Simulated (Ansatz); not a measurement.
## Br2Si, SMILES Br[Si]Br: the interaction energy of a dimer with the counterpoise correction, step by step

Computed with the Ansatz DFT code, driven from Python.

Interactive session:
```pycon
>>> import ansatz as az
>>> import numpy as np
>>> FIRST = [
...     ("Br", (0.9724, 1.4266, 0.6786)),
...     ("Si", (-0.7118, 0.3656, -0.3469)),
...     ("Br", (-0.2607, -1.7922, -0.3318)),
... ]
>>> SECOND = [
...     ("Br", (-1.7572, 0.447, 3.0537)),
...     ("Si", (-1.8017, 2.676, 2.8445)),
...     ("Br", (-1.6249, 3.5482, 4.8613)),
... ]
>>> def energy(atoms, ghosts=()):
...     molecule = az.Crystal.molecule()
...     for symbol, xyz in atoms:
...         molecule = molecule.atom(symbol, xyz)
...     calc = (
...         molecule.calculation()
...         .basis(gaussian="def2-SVP")
...         .functional("pbe", dispersion="d4")
...     )
...     deck = calc.input()
...     if ghosts:
...         deck = deck.set(az.key.basis.gaussian.ghost_atoms, [{"symbol": s, "position_ang": list(xyz)} for s, xyz in ghosts])
...     return az.Session.from_dict(deck).plan().execute().report["free_energy_ev"]
...
>>> # monomers in their own basis and in the basis of the dimer
>>> direction = np.array([-0.3789, 0.4877, 0.7865])
>>> print("shift (A)   counterpoise-corrected interaction (kJ/mol)")
shift (A)   counterpoise-corrected interaction (kJ/mol)
>>> for shift in (-0.3, 0.0, 0.4, 1.0, 2.0):
...     moved = [(s, tuple(np.round(np.array(xyz) + shift * direction, 4))) for s, xyz in SECOND]
...     gain = energy(FIRST + moved) - energy(FIRST, moved) - energy(moved, FIRST)
...     print(f"{shift:8.2f} {96.485332 * gain:14.3f}")
...
   -0.30        -14.716
    0.00        -15.634
    0.40        -13.349
    1.00         -8.610
    2.00         -3.308
```

Notes:
- Total energies depend on the basis set; only differences at equal settings carry meaning.
- The dimer is a generated trial pose of unrelaxed monomers, not a minimum, so the figure is no binding energy, and the basis set is small.
- Timing: 80 s on 1 thread of Arm Neoverse V2 (shared host), peak memory 0.33 GiB.

(Lines on the test bed's own set-up are left out of the output.)
